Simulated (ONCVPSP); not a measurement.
# Ta: generating and testing an ONCV potential

Task: generate the file, and judge it by its errors in other configurations, its logarithmic derivatives, its ghosts and its cutoff.

Method: ONCVPSP 4.0.1, PBE, scalar-relativistic.

### Step 1. The design

Typed settings, in words:

* element: tantalum (Ta, Z = 73)
* type: optimised norm-conserving Vanderbilt (ONCV)
* frozen core: [Xe] 4f14
* valence charge: 5
* reference configuration: 5d3 6s1.75 (charge +0.25)
* partial waves: 6s: rc 3.00 bohr, ncon 4, nbas 9, qcut 2.3 1/bohr, 2 projectors, debl 1.3 Ha; p scattering state at 0.09 Ha: rc 2.45 bohr, ncon 3, nbas 7, qcut 2.8 1/bohr, 2 projectors, debl 0.9 Ha; 5d: rc 1.85 bohr, ncon 4, nbas 8, qcut 6 1/bohr, 1 projector
* local potential: polynomial inside 1.40 bohr (lpopt 5, dvloc0 0 Ha)
* core correction: Teter function fitted to the true core (icmod 2), fcfact 0.25

An earlier all-electron run gives the scale for the radii.

All-electron outer shells of the reference configuration (PBE, scalar-relativistic, ld1.x):

```csv
shell,level (eV),outermost node (bohr),outermost maximum (bohr)
4f,-26.38,–,0.44
6s,-6.92,1.32,2.74
5d,-5.21,0.65,1.58
6p,-2.61,1.59,3.75
```

### Step 2. The generation run

The input, Ta.dat:

```
# ATOM AND REFERENCE CONFIGURATION
# atsym  z   nc   nv     iexc    psfile
  Ta 73.00   12    2        4      upf
#
#   n    l    f
    1    0    2.00
    2    0    2.00
    2    1    6.00
    3    0    2.00
    3    1    6.00
    3    2   10.00
    4    0    2.00
    4    1    6.00
    4    2   10.00
    4    3   14.00
    5    0    2.00
    5    1    6.00
    5    2    3.00
    6    0    1.75
#
# PSEUDOPOTENTIAL AND OPTIMIZATION
# lmax
    2
#
#   l,   rc,      ep,       ncon, nbas, qcut
    0    3.00    0.00    4    9    2.30
    1    2.45    0.09    3    7    2.80
    2    1.85    0.00    4    8    6.00
#
# LOCAL POTENTIAL
# lloc, lpopt,  rc(5),   dvloc0
    4    5    1.40    0.00
#
# VANDERBILT-KLEINMAN-BYLANDER PROJECTORs
# l, nproj, debl
    0    2    1.30
    1    2    0.90
    2    1    2.00
#
# MODEL CORE CHARGE
# icmod, fcfact, rcfact
    2    0.25    1.00
#
# LOG DERIVATIVE ANALYSIS
# epsh1, epsh2, depsh
   -2.00    5.00    0.02
#
# OUTPUT GRID
# rlmax, drl
    6.00    0.01
#
# TEST CONFIGURATIONS
# ncnf
    4
# nvcnf
#   n    l    f
    2
    5    2    3.00
    6    0    2.00
#
    2
    5    2    3.00
    6    0    1.00
#
    2
    5    2    3.00
    6    0    0.00
#
    2
    5    2    4.00
    6    0    1.00
#
```

Started as:

```
$ oncvpsp.x < Ta.dat > Ta.out
```

The output, Ta.out (without the consistency checks and plot data):

```text
ONCVPSP  (Optimized Norm-Conservinng Vanderbilt PSeudopotential)
scalar-relativistic version 4.0.1

#   n    l    f        energy (Ha)
    1    0    2.00    -2.4759425E+03
    2    0    2.00    -4.2543915E+02
    2    1    6.00    -3.7279991E+02
    3    0    2.00    -9.7508654E+01
    3    1    6.00    -8.1854833E+01
    3    2   10.00    -6.3602055E+01
    4    0    2.00    -1.9929667E+01
    4    1    6.00    -1.4795693E+01
    4    2   10.00    -8.2270986E+00
    4    3   14.00    -9.6948857E-01
    5    0    2.00    -2.7444730E+00
    5    1    6.00    -1.5098373E+00
    5    2    3.00    -1.9158574E-01
    6    0    1.75    -2.5417466E-01

Reference configufation results
  iterations    29
  all-electron total energy (Ha)   -1.56045024D+04

Begin loop to  construct optimized pseudo wave functions
and semi-local pseudopoentials for all angular momenta

   Wellstate for l =  0  n =  8
     eigenvalue =   1.0458
     asymptotic potential =   1.5458
     half-point radius =  5.9191

Calculating optimized projector #   1

 for l=   0

    Fraction of norm inside rc  0.470544
    Optimizing pswf for qcut=   2.30 a_B^-1,  ecut=   2.64 Ha
    Residual kinetic energy error=  9.69D-04 Ha

    Energy error per electron        Cutoff
         Ha          eV             Ha
         0.01000     0.27211        1.55
         0.00100     0.02721        2.79
         0.00010     0.00272       16.51
         0.00001     0.00027       26.08

Calculating optimized projector #   2

 for l=   0

    Fraction of norm inside rc  0.150160
    Optimizing pswf for qcut=   2.30 a_B^-1,  ecut=   2.64 Ha
    Residual kinetic energy error=  2.37D-02 Ha

    Energy error per electron        Cutoff
         Ha          eV             Ha
         0.01000     0.27211        2.93
         0.00100     0.02721        7.48
         0.00010     0.00272       27.33
         0.00001     0.00027       33.07

   Wellstate for l =  1  n =  6
     eigenvalue =   0.0900
     asymptotic potential =   0.5900
     half-point radius =  3.9540

   Wellstate for l =  1  n =  7
     eigenvalue =   0.9900
     asymptotic potential =   1.4900
     half-point radius =  4.4977

Calculating optimized projector #   1

 for l=   1

    Fraction of norm inside rc  0.208376
    Optimizing pswf for qcut=   2.80 a_B^-1,  ecut=   3.91 Ha
    Residual kinetic energy error=  2.31D-03 Ha

    Energy error per electron        Cutoff
         Ha          eV             Ha
         0.01000     0.27211        2.03
         0.00100     0.02721       15.51
         0.00010     0.00272       37.57
         0.00001     0.00027       81.50

Calculating optimized projector #   2

 for l=   1

    Fraction of norm inside rc  0.223612
    Optimizing pswf for qcut=   2.80 a_B^-1,  ecut=   3.91 Ha
    Residual kinetic energy error=  4.08D-02 Ha

    Energy error per electron        Cutoff
         Ha          eV             Ha
         0.01000     0.27211        5.64
         0.00100     0.02721       22.15
         0.00010     0.00272       47.58
         0.00001     0.00027       96.60

Calculating optimized projector #   1

 for l=   2

    Fraction of norm inside rc  0.434428
    Optimizing pswf for qcut=   6.01 a_B^-1,  ecut=  18.07 Ha
    Residual kinetic energy error=  1.29D-05 Ha

    Energy error per electron        Cutoff
         Ha          eV             Ha
         0.01000     0.27211        9.80
         0.00100     0.02721       13.12
         0.00010     0.00272       15.96
         0.00001     0.00027       19.01

Construct Vanderbilt / Kleinmman-Bylander projectors

B matrix Hermiticity error, ll=   0
   1   2   -6.0885E-05

  Orthonormal projector coefficients  6.2536E+00  7.3165E-01

B matrix Hermiticity error, ll=   1
   1   2    5.5832E-05

  Orthonormal projector coefficients  1.3728E+01  2.1033E+00

Model core correction analysis
  based on d2Exc/dn_idn_j

d2excae - all-electron derivatives

   -1.847181D-02   -1.491198D-02
   -1.490932D-02   -2.619398D-02

d2excps - pseudofunction derivatives with no core correction

   -3.626601D-02   -1.848478D-02
   -1.848201D-02   -2.721839D-02

rms 2nd derivative error    9.262990E-03

amplitude prefactor, scale prefactor
    8.2021    1.1906

d2excps - pseudofunction derivatives with core correction

   -2.286339D-02   -1.602564D-02
   -1.602277D-02   -2.636280D-02

rms 2nd derivative error    2.334230E-03

Pseudoatom total energy   -4.762521

Diagnostic tests using Vanderbilt-Kleinman-Bylander pseudopotentials
  1 or more projectors used as specified by nproj input data

   l    rcore       rmatch      e in        delta e   norm test  slope test

   0   3.0092708   3.1006388  -0.2541747  -0.0000005   1.0000222   1.0000289
   0   3.0092708   3.1006388   1.0458253   0.0000047   1.0001609   1.0001609

   1   2.4554434   2.5299960   0.0900000  -0.0004718   1.0001847   1.0001847
run_diag: lschvkbbe ERROR   2   2   1  60  9.90000002E-01  8.41000002E-01
   1   2.4554434   2.5299960   0.9900000  -0.1490000   0.0636993   0.0956282

   2   1.8536376   1.9099181  -0.1915857   0.0000014   1.0000026   1.0000053

 Testing for bound ghosts
   n   l    E NL Schr. Eq   E Basis Diag.   E Cutoff

       0                       -3.288506     38.37  WARNING - GHOST(-)
   1   0       -0.254175       -0.253696     38.37

       1                       -0.969529     36.32  WARNING - GHOST(-)
   2   1       -0.095874       -0.070999     36.32

   3   2       -0.191584       -0.183794     74.90

 Testing for highly-localized positive-energy ghosts
       l    <radius>/rc     E Basis Diag.   E Cutoff

       0        0.999732        2.909191     38.37  WARNING - GHOST(+)

       1        0.943482       11.784982     36.32  WARNING - GHOST(+)

Test configuration 0

   n   l     f        eae           eps        diff
   1   0  2.0000-2475.94245485
   2   0  2.0000 -425.43914673
   2   1  6.0000 -372.79991065
   3   0  2.0000  -97.50865426
   3   1  6.0000  -81.85483337
   3   2 10.0000  -63.60205540
   4   0  2.0000  -19.92966655
   4   1  6.0000  -14.79569295
   4   2 10.0000   -8.22709860
   4   3 14.0000   -0.96948857
   5   0  2.0000   -2.74447298
   5   1  6.0000   -1.50983732
   5   2  3.0000   -0.19158574   -0.19158429    1.45D-06
   6   0  1.7500   -0.25417466   -0.25417514   -4.78D-07

    Total energies and differences
      AE_ref= -1.56045024D+04  AE_tst= -1.56045024D+04  dif=  0.00D+00
      PS_ref= -4.76252058D+00  PS_tst= -4.76252058D+00  dif=  6.22D-15
      PSP excitation error= -6.22D-15

Test configuration 1

   n   l     f        eae           eps        diff
   1   0  2.0000-2475.88045401
   2   0  2.0000 -425.37754144
   2   1  6.0000 -372.73829328
   3   0  2.0000  -97.44699169
   3   1  6.0000  -81.79317025
   3   2 10.0000  -63.54042099
   4   0  2.0000  -19.86799041
   4   1  6.0000  -14.73402809
   4   2 10.0000   -8.16546463
   4   3 14.0000   -0.90786717
   5   0  2.0000   -2.68280139
   5   1  6.0000   -1.44789044
   5   2  3.0000   -0.13196212   -0.13205876   -9.66D-05
   6   0  2.0000   -0.20000968   -0.19998965    2.00D-05

    Total energies and differences
      AE_ref= -1.56045024D+04  AE_tst= -1.56045591D+04  dif= -5.67D-02
      PS_ref= -4.76252058D+00  PS_tst= -4.81925024D+00  dif= -5.67D-02
      PSP excitation error=  2.07D-05

Test configuration 2

   n   l     f        eae           eps        diff
   1   0  2.0000-2476.14704793
   2   0  2.0000 -425.64233993
   2   1  6.0000 -373.00315223
   3   0  2.0000  -97.71189400
   3   1  6.0000  -82.05807631
   3   2 10.0000  -63.80521892
   4   0  2.0000  -20.13295369
   4   1  6.0000  -14.99895064
   4   2 10.0000   -8.43025950
   4   3 14.0000   -1.17255225
   5   0  2.0000   -2.94752401
   5   1  6.0000   -1.71333955
   5   2  3.0000   -0.38537274   -0.38521336    1.59D-04
   6   0  1.0000   -0.42703163   -0.42710578   -7.41D-05

    Total energies and differences
      AE_ref= -1.56045024D+04  AE_tst= -1.56042480D+04  dif=  2.54D-01
      PS_ref= -4.76252058D+00  PS_tst= -4.50793261D+00  dif=  2.55D-01
      PSP excitation error= -1.12D-04

Test configuration 3

   n   l     f        eae           eps        diff
   1   0  2.0000-2476.45735862
   2   0  2.0000 -425.95023915
   2   1  6.0000 -373.31114770
   3   0  2.0000  -98.01950689
   3   1  6.0000  -82.36569763
   3   2 10.0000  -64.11275572
   4   0  2.0000  -20.44065925
   4   1  6.0000  -15.30663254
   4   2 10.0000   -8.73780818
   4   3 14.0000   -1.47981005
   5   0  2.0000   -3.25430359
   5   1  6.0000   -2.01955083
   5   2  3.0000   -0.67295661   -0.67359527   -6.39D-04

    Total energies and differences
      AE_ref= -1.56045024D+04  AE_tst= -1.56036977D+04  dif=  8.05D-01
      PS_ref= -4.76252058D+00  PS_tst= -3.95719688D+00  dif=  8.05D-01
      PSP excitation error= -6.23D-04

Test configuration 4

   n   l     f        eae           eps        diff
   1   0  2.0000-2475.82130121
   2   0  2.0000 -425.31521375
   2   1  6.0000 -372.67606001
   3   0  2.0000  -97.38545634
   3   1  6.0000  -81.73163657
   3   2 10.0000  -63.47860794
   4   0  2.0000  -19.80632628
   4   1  6.0000  -14.67220791
   4   2 10.0000   -8.10331034
   4   3 14.0000   -0.84565975
   5   0  2.0000   -2.62090868
   5   1  6.0000   -1.39067586
   5   2  4.0000   -0.09719001   -0.09649050    7.00D-04
   6   0  1.0000   -0.18241977   -0.18320720   -7.87D-04

    Total energies and differences
      AE_ref= -1.56045024D+04  AE_tst= -1.56044822D+04  dif=  2.02D-02
      PS_ref= -4.76252058D+00  PS_tst= -4.74137495D+00  dif=  2.11D-02
      PSP excitation error= -9.06D-04
```

Run time: 4.3 s. Hardware: 1 thread of Intel Xeon 6975P-C, shared host.

Partial waves on a coarse radial grid (AE all-electron, PS pseudo):

```tsv
r (bohr)	6s AE	6s PS
0.150	-0.1264	0.0111
0.300	0.1426	0.0249
0.450	0.1185	0.0429
0.600	-0.1097	0.0656
0.750	-0.2658	0.0929
0.900	-0.2949	0.1254
1.050	-0.2287	0.1643
1.200	-0.1104	0.2098
1.350	0.0265	0.2607
1.500	0.1611	0.3142
1.650	0.2821	0.3677
1.800	0.3844	0.4196
1.950	0.4667	0.4697
2.100	0.5299	0.5174
2.250	0.5759	0.5608
2.400	0.6069	0.5962
2.550	0.6250	0.6200
2.700	0.6323	0.6310
2.850	0.6307	0.6306
3.000	0.6218	0.6218
3.150	0.6072	0.6072
3.300	0.5880	0.5880
3.450	0.5655	0.5655
3.600	0.5405	0.5405
3.750	0.5140	0.5140
3.900	0.4865	0.4865
```

Densities times 4π (e/bohr³); a dash where the program caps the true core:

```tsv
r (bohr)	pseudo valence	true core	model core
0.150	0.01151	–	3.639
0.450	0.1321	–	3.284
0.750	0.5199	–	2.668
1.050	0.846	–	1.944
1.350	0.8346	–	1.26
1.650	0.6402	1.586	0.7191
1.950	0.4569	0.5041	0.3549
2.250	0.3289	0.158	0.1473
2.550	0.2388	0.04958	0.04907
2.850	0.169	0.01566	0.01192
3.150	0.1165	0.004991	0.001648
3.450	0.07888	0.001601	3.026e-05
3.750	0.05268	0.0005176	5.519e-05
```

### Step 3. Transferability, from the output's test configurations

Energies count from the reference configuration 5d3 6s1.75; the error is all-electron less pseudo.

| valence configuration | charge | ΔE all-electron (eV) | error AE − PS (meV) |
| --- | --- | --- | --- |
| 5d3 6s2 | 0 | -1.543 | +0.6 |
| 5d3 6s1 | +1 | 6.925 | -3.0 |
| 5d3 6s0 | +2 | 21.897 | -17 |
| 5d4 6s1 | 0 | 0.551 | -25 |

### Step 4. Does it scatter like the atom?

Taken from the files of the generation run. The phase is arctan(r·R′/R) of the radial function R, unwrapped, with energies in Ha. A pole is an energy at which the radial function vanishes at the test radius. The pseudo phase is shifted by a multiple of π to meet the all-electron one at the reference energy. Levels narrower than the energy grid can be missing from the poles. The last column is the largest difference on the grid between −0.5 and +0.5 Ha.

| channel | radius (bohr) | reference (Ha) | poles AE | poles PS | window around the reference with phases within 0.05 rad (Ha) | largest difference near zero (rad) |
| --- | --- | --- | --- | --- | --- | --- |
| s | 3.05 | -0.25 | 0.49, 3.83 | 0.48, 2.70, 4.76 | below 1.6 | 0.000 |
| p | 2.48 | 0.09 | -1.42, 2.43 | -0.93, 2.53 | -0.7 to 3.5 | 0.010 |
| d | 1.88 | -0.19 | 1.23 | 1.20 | below 2.6 | 0.001 |

Phases (rad) along the scan:

```tsv
E (Ha)	p AE	p PS	d AE	d PS
-1.98	1.173	1.289	1.112	1.111
-1.62	-0.245	1.233	1.004	1.002
-1.26	-1.723	1.090	0.808	0.804
-0.90	-1.871	-1.650	0.391	0.388
-0.54	-2.019	-1.995	-0.369	-0.371
-0.18	-2.302	-2.299	-0.975	-0.975
0.18	-3.040	-3.041	-1.262	-1.263
0.54	-3.970	-3.970	-1.412	-1.414
0.90	-4.349	-4.349	-1.506	-1.510
1.26	-4.509	-4.509	-1.575	-1.581
1.62	-4.597	-4.596	-1.633	-1.643
1.98	-4.656	-4.652	-1.689	-1.706
2.34	-4.702	-4.694	-1.750	-1.779
2.70	-4.742	-4.727	-1.826	-1.881
3.06	-4.782	-4.757	-1.936	-2.058
3.42	-4.830	-4.786	-2.124	-2.452
3.78	-4.896	-4.816	-2.518	-3.329
4.14	-5.011	-4.850	-3.283	-4.030
4.50	-5.302	-4.892	-3.933	-4.313
4.86	-6.404	-4.948	-4.234	-4.448
```

### Step 5. Plane-wave cutoff and ghosts

From the same output: the cutoffs (Ha) at which the residual kinetic energy of the hardest occupied pseudo-wave falls to 1 and 0.1 mHa per electron are 13 Ha and 17 Ha.

The program's own ghost test: GHOST(-) flagged for s at -89.5 eV, p at -26.4 eV; GHOST(+) flagged for s at 79.2 eV, p at 320.7 eV.

Cutoff (Ha) at which the first wave of each channel reaches a given error (Ha per electron):

```tsv
error	s	p	d
1.0e-02	1.6	2.0	9.8
3.2e-03	2.2	2.9	11.5
1.0e-03	2.8	15.5	13.1
3.2e-04	5.6	26.5	14.6
1.0e-04	16.5	37.6	16.0
3.2e-05	23.9	54.0	17.1
1.0e-05	26.1	81.5	19.0
```

### Step 6. Summary of results

| quantity | value |
| --- | --- |
| cutoffs for 1 and 0.1 mHa per electron, occupied waves | 13 Ha and 17 Ha |
| bound ghosts | s at -89.48 eV, p at -26.38 eV |
| GHOST(+) flags | s at 79 eV, p at 321 eV |
| largest test error (AE − PS) | -25 meV, for 5d4 6s1 |
| largest phase difference near zero energy, channels read | 0.010 rad |
| rms error of d²Exc/dn², without and with the model core | 9.26 and 2.33 mHa |

What this shows: A bound ghost (s, p) makes it unfit for use: electrons can fall into a state that the atom doesn't have. By total energies transferability is good: the largest error is 25 meV on 0.6 eV, for 5d4 6s1. Atomic tests can pass in spite of a ghost, since they solve only for the levels asked. It counts as soft on the atom at that tolerance, with 13 Ha needed at the looser tolerance. At the looser tolerance the 5d wave is the slowest; 6s needs 3 Ha. That counts occupied waves only; other projectors can need more. Near zero energy the phases of the channels with partial waves agree within 0.010 rad. The program also flags highly localised states, GHOST(+) (s, p). These are tests on the free atom; a crystal test is still owed.
